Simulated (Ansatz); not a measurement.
# ClW: the cost of one run

Computed with Ansatz 0.2.0, Gaussian basis. Level: def2-QZVPP, core rule «outside noble gas», up to 9 orbitals frozen.

The runs, in order: UHF; ROHF; CCSD(T) on UHF.

### 1 What is computed

The geometry is a PBE0/def2-TZVP stationary point (not a proven minimum) of the parent state, kept for this charge and spin. No spin-orbit coupling is included. Elements past krypton take def2 core potentials.

2 atoms, charge 0, spin multiplicity 4.

Atoms are counted from 1 here; the program's logs count them from 0.

Bond lengths: W1–Cl2 2.275 Å.

### 2 UHF

The input, in.yaml:

```yaml
crystal:
  periodic: [false, false, false]
  atoms:
    - {symbol: W, position_ang: [0.000000, 0.000000, 0.000000]}
    - {symbol: Cl, position_ang: [0.000000, 0.000000, 2.275000]}
basis:
  gaussian: {orbitals: "def2-QZVPP.json"}
magnetization: {spin_polarized: true, initial_magnetization: 3}
hamiltonian: {xc: hf}
output: {orbitals: {seedname: orbitals}}
```

Command:

```bash
$ ansatz run in.yaml --threads 1 --pin off --events-out ev --progress --plain --max-ram 4096MiB --backend cpu
```

What time and memory should one allow on 1 thread of AMD EPYC 7R13, shared host?

About 42 s, with a peak of 0.43 GiB.
